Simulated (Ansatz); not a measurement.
# MoTe2: the cost of one run

Program: Ansatz 0.2.0. Level of theory: DFT PBE+U (U_eff = 4 eV on Mo d), plane waves, PAW. These are calculated values, not measurements.

4 further runs of the same task are left out: 4 that didn't finish.

## Step 1: Starting point

It takes space group P6_3/mmc (No. 194, hexagonal). The conventional cell has a = 3.518 Å, b = 3.518 Å, c = 13.974 Å, α = 90.00°, β = 90.00°, γ = 120.00°. Te (site symmetry 3m) is surrounded by 3 Mo at 2.72 Å. Around Mo (site symmetry -6m2) lie 6 Te at 2.72 Å.

Coordinates:

```cif
data_structure
_symmetry_space_group_name_H-M 'P6_3/mmc'
_symmetry_Int_Tables_number 194
_cell_length_a 3.5182
_cell_length_b 3.5182
_cell_length_c 13.9736
_cell_angle_alpha 90.000
_cell_angle_beta 90.000
_cell_angle_gamma 120.000
_cell_volume 149.79
loop_
_atom_site_label
_atom_site_type_symbol
_atom_site_symmetry_multiplicity
_atom_site_Wyckoff_symbol
_atom_site_fract_x
_atom_site_fract_y
_atom_site_fract_z
_atom_site_occupancy
Te1 Te 4 f 0.33333 0.66667 0.62100 1
Mo1 Mo 2 c 0.33333 0.66667 0.25000 1
```

Magnetic order typed: opposed in the cell.

## Step 2: From atoms, symmetry kept, no search

The input, input.yaml:

```yaml
crystal:
  lattice:
    - [3.51819974, 0.0, 0.0]
    - [-1.75909987, 3.04685035, 0.0]
    - [0.0, 0.0, 13.97359995]
  atoms:
    - { symbol: Te, position: [0.3333333333, 0.6666666667, 0.621] }
    - { symbol: Te, position: [0.6666666667, 0.3333333333, 0.121] }
    - { symbol: Te, position: [0.3333333333, 0.6666666667, 0.879] }
    - { symbol: Te, position: [0.6666666667, 0.3333333333, 0.379] }
    - { symbol: Mo, position: [0.3333333333, 0.6666666667, 0.25], spin: 2.0 }
    - { symbol: Mo, position: [0.6666666667, 0.3333333333, 0.75], spin: -2.0 }
basis:
  ecutwfc: 420
  ecutrho_ratio: 4
kpoints:
  mp_grid: { grid: [6, 6, 2] }
hamiltonian:
  xc: pbe
  hubbard:
    sites: [{ site: 4, l: d, u_eff: 4.0 }, { site: 5, l: d, u_eff: 4.0 }]
scf:
  occupations: { method: gaussian, width: 0.05 }
  lower_state_search: "off"
  max_iter: 150
output:
  forces: true
  stress: true
  eigenvalues: true
  populations: true
  hubbard: { sites: [{ site: 4, l: d }, { site: 5, l: d }] }
magnetization:
  spin_polarized: true
```

Started as:

```console
> ansatz run input.yaml --threads 4 --pin off --max-ram 6144MiB --backend cpu --events-out ev --progress --plain --runs-dir out
```

What time and memory should one allow on 4 threads of Arm Neoverse V2, shared host?

About 13 s, with a peak of 0.64 GiB.
